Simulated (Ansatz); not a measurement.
# Cu2W: the cost of one run

Program: Ansatz 0.2.0. Level of theory: DFT PBE, scalar-relativistic, plane waves, PAW. These are calculated values, not measurements.

## Step 1: The system as given

Symmetry: Fm-3m, No. 225, cubic system. The conventional cell has a = 5.193 Å, b = 5.193 Å, c = 5.193 Å, α = 90.00°, β = 90.00°, γ = 90.00°. Cu (site symmetry -43m) has 4 W at 2.25 Å in its first shell of neighbours. W (site symmetry m-3m) is surrounded by 8 Cu at 2.25 Å.

Structure file:

```
CELL_PARAMETERS angstrom
0.00000 2.59642 2.59642
2.59642 0.00000 2.59642
2.59642 2.59642 0.00000
ATOMIC_POSITIONS crystal
Cu 0.25000 0.25000 0.25000
Cu 0.75000 0.75000 0.75000
W 0.00000 0.00000 0.00000
```

A structure generator made this guess: species swapped into a database cell of LuH2 (Fm-3m, No. 225), with W on the Lu sites and Cu on the H sites. The dimensions are guesses.

## Step 2: The guess as it stands, on a coarse mesh

input.yaml reads:

```yaml
crystal:
  lattice:
    - [0.0, 2.59641672, 2.59641672]
    - [2.59641672, 0.0, 2.59641672]
    - [2.59641672, 2.59641672, 0.0]
  atoms:
    - { symbol: Cu, position: [0.25, 0.25, 0.25] }
    - { symbol: Cu, position: [0.75, 0.75, 0.75] }
    - { symbol: W, position: [0.0, 0.0, 0.0] }
basis:
  ecutwfc: 420
kpoints:
  mp_grid: { grid: [6, 6, 6] }
hamiltonian:
  xc: pbe
scf:
  occupations: { method: gaussian, width: 0.1 }
  lower_state_search: "off"
output:
  forces: true
  stress: true
  eigenvalues: true
```

Command:

```sh
ansatz run input.yaml --threads 1 --pin off --max-ram 2560MiB --backend cpu --events-out ev --progress --plain --runs-dir out
```

**Question.** How long does this run take on 1 thread of Arm Neoverse N1, shared host, and how much memory does it need?

About 2.3 s, with a peak of 0.29 GiB.
